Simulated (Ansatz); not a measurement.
# BGeSi: the cost of one run

Computed with Ansatz 0.2.0, Gaussian basis. Level: cc-pVDZ, all electrons in the functionals, frozen cores in the correlation of double hybrids and RPA.

Plan: wB97M-V, B2PLYP, RPA-PBE, at charge 0, doublet; charge 0, quartet; charge 1, singlet; charge 1, triplet; displaced geometry v1; displaced geometry v2.

21 further runs of the same task are left out: 8 that didn't finish, 13 set aside as unsound or not needed.

## (1) What is computed

The geometry is a PBE0/def2-TZVP stationary point (not a proven minimum). No spin-orbit coupling is included. The filled d shell of Ge may be among the frozen orbitals whatever the setting's name suggests; the logs give the count.

3 atoms, charge 0, spin multiplicity 2.

Atoms are counted from 1 here; the program's logs count them from 0.

Bond lengths: Ge1–B2 1.930 Å, Ge1–Si3 2.495 Å, B2–Si3 1.836 Å. Angles: B2–Ge1–Si3 46.9°, Ge1–B2–Si3 83.0°, Ge1–Si3–B2 50.1°.

No dispersion term is added; wB97M-V holds VV10 nonlocal correlation.

The geometry shown and the zero of energy belong to the point charge 0, doublet. The yardstick, UCCSD(T), and other wave-function levels (R restricted, U unrestricted, valence and pair active spaces) come from earlier runs.

## (2) wB97M-V, charge 0, doublet

The input, in.yaml:

```yaml
crystal:
  periodic: [false, false, false]
  atoms:
    - {symbol: Ge, position_ang: [0.000000, -0.086054, 0.763499]}
    - {symbol: B, position_ang: [0.000000, 1.232394, -0.645353]}
    - {symbol: Si, position_ang: [0.000000, -0.251817, -1.726289]}
basis:
  gaussian: {orbitals: cc-pVDZ}
magnetization: {spin_polarized: true, initial_magnetization: 1}
hamiltonian: {xc: {name: wB97M-V}}
output: {orbitals: {seedname: orbitals}}
```

Run with:

```
$ ansatz run in.yaml --threads 1 --pin off --events-out ev --progress --plain --max-ram 2393MiB
```

What time and memory should one allow on 1 thread of Arm Neoverse V1, shared host?

About 27 s, with a peak of 0.26 GiB.
